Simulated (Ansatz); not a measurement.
Set up this calculation in Ansatz 0.2.0, as the native input.

| Property | Result |
| --- | --- |
| Task | single point |
| Functional | B3LYP |
| Potentials or basis | Ansatz PAW |
| Cutoff | 420 eV (not typed: the program's choice for these potentials) |
| k mesh | 5 × 5 × 5 |
| Occupations | fermi-dirac, width 0.05 eV |
| Spin | collinear spin, ferromagnetic start |
| Starting moments | [7.0, 0.0] μB |

The system is GdO.

```
Gd O
1.0
     3.11330    0.00000    0.00000
    -1.55665    2.69620    0.00000
     0.00000    0.00000    3.03843
Gd O
1 1
Direct
  0.00000 0.00000 0.00000
  0.66667 0.33333 0.50000
```

The cell comes from a database or a generator and needn't be the stable form of this composition.

One way to write it, as run:

input

```
crystal:
  lattice:
    - [3.11329958, 0.0, 0.0]
    - [-1.55664979, 2.69619652, 0.0]
    - [0.0, 0.0, 3.03842614]
  atoms:
    - { symbol: Gd, position: [0.0, 0.0, 0.0], spin: 7.0 }
    - { symbol: O, position: [0.6666666667, 0.3333333333, 0.5] }
hamiltonian:
  xc: b3lyp
  pseudopotentials: { kind: paw }
magnetization:
  spin_polarized: true
kpoints:
  mp_grid: { grid: [5, 5, 5] }
scf:
  occupations: { method: fermi_dirac, width: 0.05 }
output:
  forces: true
  stress: true
  eigenvalues: true
  write_density: true
  write_potential: true
  elf: true
  volumetric_format: npy
```

It gave:

```json
{
  "Pressure": "37.5 GPa",
  "Band gap on the k mesh": "none (metal or under the smearing width)",
  "Net moment": "7.40 μB per cell",
  "Absolute moment": "7.44 μB per cell",
  "Site moments": "Gd +6.99; O -0.01 μB"
}
```

Caveat: the k mesh is coarse (spacing up to 0.47 Å⁻¹), so the values aren't converged, least of all with exact exchange; the magnetic or orbital state may not be the lowest; a pressure of tens of GPa on the cell as given is suspect, and the run, the potentials or the cell itself is likely at fault; the pressure holds a Pulay correction of +0.5 GPa for the finite cutoff; spin-orbit coupling is left out, which moves the levels of the heavy elements; a cell with one magnetic atom can't hold antiferromagnetic order, which such compounds often take; the PAW data sets come from PBE, with cores solved anew for the run's functional, which leaves a small shift of forces and pressure; the thresholds are loose for stress.

It took 33 s on 1 × NVIDIA H100 80GB HBM3 with 2 threads of AMD EPYC 7R13 Processor (Zen 3), with other jobs on the host, peak memory 1.6 GiB.
